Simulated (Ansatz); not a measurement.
**C2H7Ge: rigid scan of one bond length from a Python script**

How does the energy of C2H7Ge change as one bond is stretched? A script is to give a rigid scan of one bond length; the system is C2H7Ge. SMILES: [CH2][CH2][GeH3].

Computed with Ansatz 0.2.0 through its Python package. Level of theory: r2SCAN/def2-SVP.

### 1 The structure

Bond lengths: C1–C2 1.500 Å, C2–Ge3 1.914 Å, C1–H4 1.098 Å, C1–H5 1.127 Å, C2–H6 1.092 Å, C2–H7 1.103 Å, Ge3–H8 1.601 Å, Ge3–H9 1.528 Å, Ge3–H10 1.585 Å. Angles (14 of 15 angles, heavy atoms first): C1–C2–Ge3 107.7°, C1–C2–H6 109.4°, C1–C2–H7 112.4°, Ge3–C2–H6 109.2°, Ge3–C2–H7 107.9°, C2–C1–H4 109.6°, C2–C1–H5 111.5°, C2–Ge3–H8 111.3°, C2–Ge3–H9 111.8°, C2–Ge3–H10 110.6°, H6–C2–H7 110.1°, H4–C1–H5 102.6°, H8–Ge3–H9 107.5°, H8–Ge3–H10 107.9°.

No structure file is read: the coordinates are typed or built in the script.

### 2 The code

Contents of scan.py:

```python
import ansatz as az
import numpy as np

BASIS_SET = "def2-SVP"
XC = "r2scan"

GEOMETRY = """
C    -0.62000    0.21550   -1.37430
C    -0.73620   -0.07670    0.09280
Ge    1.03320   -0.33640    0.77620
H    -1.62120    0.35780   -1.80290
H    -0.12910    1.21290   -1.55940
H    -1.31500   -0.99180    0.23650
H    -1.19770    0.75540    0.65150
H     1.92610    0.97970    0.59430
H     1.75360   -1.48230    0.06660
H     0.98930   -0.68520    2.32170
"""


def main() -> None:
    geometry = az.Crystal.molecule()
    for line in GEOMETRY.strip().splitlines():
        symbol, *xyz = line.split()
        geometry = geometry.atom(symbol, [float(v) for v in xyz])

    symbols = [site.symbol for site in geometry.cartesian_sites]
    start = np.array([site.position_ang for site in geometry.cartesian_sites])
    axis = (start[9] - start[2]) / np.linalg.norm(start[9] - start[2])
    moving = [9]
    lengths, energies = [1.395, 1.458, 1.522, 1.585, 1.648, 1.712, 1.775, 1.87], []
    for length in lengths:
        xyz = start.copy()
        xyz[moving] += (length - np.linalg.norm(start[9] - start[2])) * axis
        point = az.Crystal.molecule()
        for symbol, xyz in zip(symbols, xyz):
            point = point.atom(symbol, xyz.tolist())
        base = (
            point.calculation()
            .basis(gaussian=BASIS_SET)
            .functional(XC)
            .spin("collinear", total=1)
            .accuracy("high")
            .scf(lower_state_search="off")
        )
        rep = base.run(threads=1).report
        energies.append(rep["free_energy_ev"])
        print(f"r = {length:6.3f} A  E = {energies[-1]:.5f} eV  <S^2> = {abs(rep['mean_field']['state']['spin_squared']):.3f}")

    fit = np.polynomial.Polynomial.fit(lengths, np.array(energies) - min(energies), 4).convert()
    roots = [r.real for r in fit.deriv().roots() if abs(r.imag) < 1e-9 and fit.deriv(2)(r.real) > 0]
    r_e = min(roots, key=lambda r: abs(r - lengths[int(np.argmin(energies))]))
    print(f"minimum of the fit at {r_e:.4f} A, force constant {fit.deriv(2)(r_e):.2f} eV/A^2")


if __name__ == "__main__":
    main()
```

### 3 The calls as engine input

The engine receives this input (first run):

```yaml
crystal:
  periodic: [false, false, false]
  atoms:
    - { symbol: C, position_ang: [-0.62, 0.2155, -1.3743] }
    - { symbol: C, position_ang: [-0.7362, -0.0767, 0.0928] }
    - { symbol: Ge, position_ang: [1.0332, -0.3364, 0.7762] }
    - { symbol: H, position_ang: [-1.6212, 0.3578, -1.8029] }
    - { symbol: H, position_ang: [-0.1291, 1.2129, -1.5594] }
    - { symbol: H, position_ang: [-1.315, -0.9918, 0.2365] }
    - { symbol: H, position_ang: [-1.1977, 0.7554, 0.6515] }
    - { symbol: H, position_ang: [1.9261, 0.9797, 0.5943] }
    - { symbol: H, position_ang: [1.7536, -1.4823, 0.0666] }
    - { symbol: H, position_ang: [0.9945619522551212, -0.6433920513306081, 2.1364529109273356] }
accuracy: high
basis:
  gaussian:
    orbitals: def2-SVP
hamiltonian:
  xc: r2scan
magnetization:
  spin_polarized: true
  initial_magnetization: 1.0
scf:
  lower_state_search: "off"
```

### 4 The run

Started as:

```sh
> python scan.py
```

Q: Predict the main results. Wanted: range of energy; lowest point, distance.

The runs gave:

```
                        quantity     value
bond length at the fit's minimum  1.5427 Å
                   runs compared         8
                 range of energy  0.564 eV
      lowest point, distance (Å)      1.52
```

What this shows: The lowest point, at 1.52, lies inside the range. The ends stand 0.222 and 0.564 eV above it. The distance scanned is the script's pair 2, 9. Caveats:
- The rest of the molecule is held rigid at a force-field or estimated start geometry, and the basis set is modest; single-reference methods fail as a bond breaks.
- The species is open-shell (spin multiplicity 2).
